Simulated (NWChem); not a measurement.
# GeH3F (GeFH3) at MPWB1K/aug-pcseg-1 (COSMO dioxane)

What is the vertical singlet–triplet gap of GeH3F (GeFH3) at MPWB1K/aug-pcseg-1 (COSMO dioxane)? 

Program for the calculation: NWChem 7.3.0.

2 further runs of the same task are left out: 1 that didn't finish, 1 set aside as unsound or not needed.

## Step 1: The molecule

GeH3F: 5 atoms, total charge 0, spin state singlet. SMILES: `[H][Ge]([H])([H])[F]`. Geometry: a GFN2-xTB relaxation, a rough one for these elements and not checked as a minimum.

Bond lengths: Ge1–F2 1.735 Å, Ge1–H3 1.493 Å, Ge1–H4 1.492 Å, Ge1–H5 1.493 Å. Angles: F2–Ge1–H3 103.4°, F2–Ge1–H4 103.3°, F2–Ge1–H5 103.4°, H3–Ge1–H4 114.7°, H3–Ge1–H5 114.9°, H4–Ge1–H5 114.9°.

## Step 2: Energy and forces at MPWB1K/aug-pcseg-1 (COSMO dioxane)

Input file calc.xyz:

```xyz
5

Ge    -0.001260     0.000720    -0.139740
F      0.010260    -0.018210     1.594920
H      1.448570     0.011740    -0.494610
H     -0.731820     1.260740    -0.465520
H     -0.725750    -1.254990    -0.495050
```

Input file calc.nw:

```
start calc
memory 2200 mb

geometry noautosym nocenter noautoz
 load format xyz calc.xyz
end

basis spherical bse
 * library aug-pcseg-1
end

cosmo
 dielec 2.2099
end

dft
 xc mpwb1k
 grid medium
 convergence energy 1e-06
 iterations 150
 mulliken
end

task dft gradient
```

On the command line:

```console
$ nwchem calc.nw > calc.out
```

What it wrote (excerpt; [...] marks lines left out):

```text
[...]
          Wavefunction type:  closed shell.
          No. of atoms     :     5
          No. of electrons :    44
[...]
          Charge           :     0
          Spin multiplicity:     1
[...]
          AO basis - number of functions:    86
[...]
              XC Information
              --------------
                       MPWB1K Method XC Functional
                     Hartree-Fock (Exact) Exchange  0.440
                        mPW91  Exchange Functional  0.560
                         B95 Correlation Potential  1.000
[...]
 d= 0,ls=0.0,diis     1  -2178.6115842689 -2.31D+03  1.25D-02  4.21D-01     3.9
[...]
 d= 0,ls=0.0,diis     5  -2178.6674610450 -1.44D-07  4.54D-06  4.39D-08    24.9
         Total DFT energy =    -2178.667461045030
      One electron energy =    -3291.576772999224
           Coulomb energy =     1075.814123592512
    Exchange-Corr. energy =      -90.970138123844
 Nuclear repulsion energy =      128.149127282639
             COSMO energy =       -0.083800797113
[...]
      Total Density - Mulliken Population Analysis
     ---------------------------------------------
    Atom       Charge   Shell Charges
 -----------   ------   -------------------------------------------------------
    1 Ge  32    31.67   2.00  2.00  2.00  0.93  0.35 -0.02  6.00  5.98  1.20  1.02  0.04 10.01  0.15  0.02
    2 F    9     9.75   2.00  0.94  1.02  0.09  3.42  2.19  0.09  0.00  0.01
    3 H    1     0.86   0.76  0.10 -0.01  0.01 -0.00
    4 H    1     0.86   0.76  0.10 -0.01  0.01 -0.00
    5 H    1     0.86   0.76  0.10 -0.01  0.01 -0.00
[...]
  wavefunction    = closed shell
                         DFT ENERGY GRADIENTS
    atom               coordinates                        gradient
                 x          y          z           x          y          z
   1 Ge     -0.002381   0.001361  -0.264070   -0.000062  -0.000219   0.009159
   2 F       0.019389  -0.034412   3.013962   -0.000087   0.000329  -0.024701
   3 H       2.737400   0.022185  -0.934677   -0.009413   0.000024   0.005209
   4 H      -1.382939   2.382453  -0.879705    0.004882  -0.008200   0.005096
   5 H      -1.371469  -2.371587  -0.935509    0.004680   0.008066   0.005237
[...]
```

Wall time 35 s (1 thread of AMD EPYC 7R43 (Zen 3), shared host); peak memory 0.11 GiB.

## Step 3: The triplet

Input file job.nw:

```
start job
title "FGeH3 MPWB1K"
memory stack 880 mb heap 220 mb global 1100 mb
geometry noautosym nocenter noautoz
  Ge   -0.001260    0.000720   -0.139740
  F     0.010260   -0.018210    1.594920
  H     1.448570    0.011740   -0.494610
  H    -0.731820    1.260740   -0.465520
  H    -0.725750   -1.254990   -0.495050
end
basis spherical bse
  * library aug-pcseg-1
end
cosmo
  dielec 2.2099
end
dft
  xc mpwb1k
  mult 3
  grid medium
  convergence energy 1e-06
  maxiter 150
  mulliken
  noprint "final vectors analysis"
end
task dft gradient
```

On the command line:

```console
$ nwchem job.nw > job.out
```

What it wrote (excerpt; [...] marks lines left out):

```text
[...]
          Wavefunction type:  spin polarized.
          No. of atoms     :     5
          No. of electrons :    44
[...]
          Charge           :     0
          Spin multiplicity:     3
[...]
          AO basis - number of functions:    86
[...]
              XC Information
              --------------
                       MPWB1K Method XC Functional
                     Hartree-Fock (Exact) Exchange  0.440
                        mPW91  Exchange Functional  0.560
                         B95 Correlation Potential  1.000
[...]
 d= 0,ls=0.0,diis     1  -2178.2722738253 -2.31D+03  1.82D-02  1.56D-01     3.9
[...]
 d= 0,ls=0.0,diis    11  -2178.3884592688 -2.57D-07  9.84D-07  2.49D-08    62.8
[...]
         Total DFT energy =    -2178.388459268833
      One electron energy =    -3289.869559479691
           Coulomb energy =     1074.187923805656
    Exchange-Corr. energy =      -90.826889453687
 Nuclear repulsion energy =      128.149127282639
             COSMO energy =       -0.029061423750
[...]
      Total Density - Mulliken Population Analysis
     ---------------------------------------------
    Atom       Charge   Shell Charges
 -----------   ------   -------------------------------------------------------
    1 Ge  32    32.37   2.00  2.00  2.00  0.94  0.47 -0.03  6.00  5.98  1.19  1.41  0.16 10.01  0.20  0.06
    2 F    9     9.48   2.00  0.96  1.00 -0.05  3.38  2.10  0.08  0.00  0.01
    3 H    1     0.68   0.65  0.01 -0.01  0.01  0.02
    4 H    1     0.66   0.64  0.00 -0.01  0.01  0.02
    5 H    1     0.81   0.74  0.07 -0.01  0.01  0.00
[...]
      <S2> =      2.0131 (Exact =     2.0000)
[...]
  wavefunction    = open shell
                         DFT ENERGY GRADIENTS
    atom               coordinates                        gradient
                 x          y          z           x          y          z
   1 Ge     -0.002381   0.001361  -0.264070    0.026354   0.057943   0.054865
   2 F       0.019389  -0.034412   3.013962   -0.003088  -0.005765  -0.051127
   3 H       2.737400   0.022185  -0.934677   -0.036482  -0.016786   0.000607
   4 H      -1.382939   2.382453  -0.879705    0.007400  -0.042363   0.000406
   5 H      -1.371469  -2.371587  -0.935509    0.005816   0.006971  -0.004750
[...]
```

Run time: 73 s. Hardware: 1 thread of AMD EPYC 7R43 (Zen 3), shared host; peak memory 0.11 GiB.

## Step 4: What came out

Level: MPWB1K/aug-pcseg-1 (COSMO dioxane).

| quantity | value |
| --- | --- |
| singlet: total energy | -2178.66746 Eh |
| singlet: dipole moment | 2.85 D |
| singlet: HOMO energy | -10.71 eV |
| singlet: LUMO energy | -0.03 eV |
| singlet: HOMO–LUMO gap | 10.68 eV |
| singlet: solvent term in the energy | -9.8 kJ/mol |
| singlet: largest force on an atom | 1.270 eV/Å |
| triplet: total energy | -2178.38846 Eh |
| triplet: dipole moment | 1.54 D |
| triplet: HOMO energy (highest over α and β) | -3.54 eV |
| triplet: solvent term in the energy | -16.3 kJ/mol |
| triplet: ⟨S²⟩ | 2.013 |
| triplet: largest force on an atom | 4.321 eV/Å |
| vertical energy of the triplet above the singlet | 7.592 eV |

**Reading.** At this shape the triplet lies 7.59 eV (733 kJ/mol) above the singlet. The largest force (singlet) is 1.27 eV/Å: the shape isn't a stationary point for this species at this level.
